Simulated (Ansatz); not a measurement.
# ClH8N3Si2: one species, many methods

An exercise on one series of results from a longer session: the logs are not shown, and one member is left open.

Computed with Ansatz 0.2.0, Gaussian basis. Level: functionals in def2-TZVPP, the program's frozen cores in correlated methods.

The runs, in order: PBE-D4, r2SCAN-D4, PBE0-D4, B3LYP-D4, ωB97X-V, ωB97M-V, B2PLYP; CCSD(T)/def2-TZVPP; MP2/def2-QZVPP; extrapolation to the limit.

### The geometry

An earlier PBE0-D4 in a triple-zeta def2 set relaxation fixed the geometry.

SMILES `N[SiH2]N[SiH](N)Cl`, 14 atoms, charge 0, spin multiplicity 1.

Atoms are counted from 1 here; the program's logs count them from 0.

Bond lengths: N1–Si2 1.727 Å, N1–H7 1.009 Å, N1–H8 1.009 Å, Si2–N3 1.725 Å, Si2–H9 1.485 Å, Si2–H10 1.490 Å, N3–Si4 1.713 Å, N3–H11 1.010 Å, Si4–N5 1.691 Å, Si4–Cl6 2.073 Å, Si4–H12 1.480 Å, N5–H13 1.004 Å, N5–H14 1.010 Å. Angles: Si2–N1–H7 117.8°, Si2–N1–H8 119.4°, H7–N1–H8 110.4°, N1–Si2–N3 109.5°, N1–Si2–H9 104.2°, N1–Si2–H10 115.0°, N3–Si2–H9 114.1°, N3–Si2–H10 104.7°, H9–Si2–H10 109.6°, Si2–N3–Si4 128.2°, Si2–N3–H11 115.5°, Si4–N3–H11 116.1°, N3–Si4–N5 107.0°, N3–Si4–Cl6 113.8°, N3–Si4–H12 108.3°, N5–Si4–Cl6 108.0°, N5–Si4–H12 117.0°, Cl6–Si4–H12 102.9° and more.

The first run:

in.yaml

```yaml
crystal:
  periodic: [false, false, false]
  atoms:
    - {symbol: N, position_ang: [-0.300164, 1.987526, 0.056627]}
    - {symbol: Si, position_ang: [0.638798, 0.926918, 1.044232]}
    - {symbol: N, position_ang: [-0.050610, -0.653822, 1.009990]}
    - {symbol: Si, position_ang: [-0.298297, -1.671501, -0.345014]}
    - {symbol: N, position_ang: [-0.452138, -0.667925, -1.696683]}
    - {symbol: Cl, position_ang: [1.263468, -2.988360, -0.699910]}
    - {symbol: H, position_ang: [0.162973, 2.788343, -0.345673]}
    - {symbol: H, position_ang: [-1.238267, 2.228355, 0.339924]}
    - {symbol: H, position_ang: [2.004426, 1.005428, 0.466970]}
    - {symbol: H, position_ang: [0.685839, 1.287716, 2.489198]}
    - {symbol: H, position_ang: [-0.252282, -1.058852, 1.912581]}
    - {symbol: H, position_ang: [-1.432005, -2.575148, -0.047055]}
    - {symbol: H, position_ang: [-0.149144, -0.934304, -2.616029]}
    - {symbol: H, position_ang: [-0.582596, 0.325627, -1.569150]}
basis:
  gaussian: {orbitals: def2-TZVPP}
hamiltonian: {xc: pbe, dispersion: d4}
output: {forces: true, orbitals: {seedname: orbitals}}
```

Launch:

```sh
> ansatz run in.yaml --threads 2 --pin off --events-out ev --progress --plain --max-ram 22528MiB --backend cuda --devices 0, --max-vram 18GiB
```

Steps of the session up to this table: PBE-D4 (GGA); r2SCAN-D4 (meta-GGA); PBE0-D4 (hybrid); B3LYP-D4 (hybrid); ωB97X-V (range-separated); ωB97M-V (range-separated); B2PLYP (double hybrid); CCSD(T) in def2-TZVPP; MP2 in def2-QZVPP.

One table of the session follows, with a row left open; its other results are not shown here.

| method | atomisation energy (kJ/mol) |
| --- | --- |
| PBE-D4 | 4899.7 |
| r2SCAN-D4 | 4830.9 |
| PBE0-D4 | 4823.9 |
| B3LYP-D4 | 4869.2 |
| ωB97X-V | 4895.9 |
| ωB97M-V | ? |
| B2PLYP | 4795.3 |
| HF/def2-TZVPP | 3396.3 |
| MP2/def2-TZVPP | 4756.7 |
| CCSD/def2-TZVPP | 4625.3 |
| CCSD(T)/def2-TZVPP | 4696.0 |
| MP2/CBS | 4928.5 |
| CCSD(T)/CBS | 4867.7 |

Estimate the missing values for ωB97M-V.

The run gave: atomisation energy (kJ/mol): 4890.6. In the column «atomisation energy (kJ/mol)» it lies between B3LYP-D4 (4869.2) and ωB97X-V (4895.9).
